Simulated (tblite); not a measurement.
# C6H15BO: the cost of one run

The runs use tblite 0.8.0 and PySCF 2.14.0, with density-fitted response routines of our own; the level of theory stands in each step. All values are computed, except where a source is named. Atoms count from 0, in the outputs and in this text.

## 1. Starting geometry

23 atoms, charge 0, multiplicity 1; geometry from: force field or distance geometry start.

Bonds of the start (Å): C0–C1 1.51, C1–C2 1.53, C2–O3 1.40, O3–C4 1.40, C4–B5 1.59, B5–C6 1.60, B5–C7 1.59, C0–H8 1.11, C0–H9 1.11, C0–H10 1.11, C1–H11 1.12, C1–H12 1.12, C2–H13 1.12, C2–H14 1.13, C4–H15 1.11, C4–H16 1.12, C6–H17 1.11, C6–H18 1.10, C6–H19 1.11, C7–H20 1.11, C7–H21 1.11, C7–H22 1.11.

## 2. Optimising the geometry with GFN2-xTB

What the job is given:

```
{"job": {"kind": "relax", "xc": "GFN2-xTB", "basis": "xTB"}, "charge": 0, "multiplicity": 1}
C     -3.916200    -0.145000     0.306300
C     -2.483100    -0.266600     0.766500
C     -1.487500     0.079900    -0.336300
O     -0.179800    -0.045800     0.139500
C      0.735600     0.273200    -0.866000
B      2.211700     0.084800    -0.319500
C      3.207300     1.332700    -0.253500
C      2.716900    -1.343500     0.171500
H     -4.605200    -0.409400     1.141000
H     -4.140600     0.900300    -0.005100
H     -4.120700    -0.832100    -0.545000
H     -2.318500     0.404300     1.643300
H     -2.301200    -1.314300     1.120500
H     -1.665000    -0.607300    -1.200600
H     -1.690800     1.142100    -0.659600
H      0.614400    -0.397300    -1.739400
H      0.612100     1.337300    -1.189200
H      4.188100     1.011500     0.160300
H      3.351500     1.744800    -1.263700
H      2.776600     2.114300     0.410900
H      2.998100    -1.290600     1.241000
H      3.585800    -1.658200    -0.436200
H      1.905800    -2.088200     0.058500
```

Command:

```bash
$ OMP_NUM_THREADS=1 python probes_run.py task.json out
```

This one command runs all jobs of the session in turn.

Q: Estimate the wall time and peak memory of this first job on 1 thread of Arm Neoverse N1, shared host.

About 2.1 s, with a peak of 0.18 GiB.
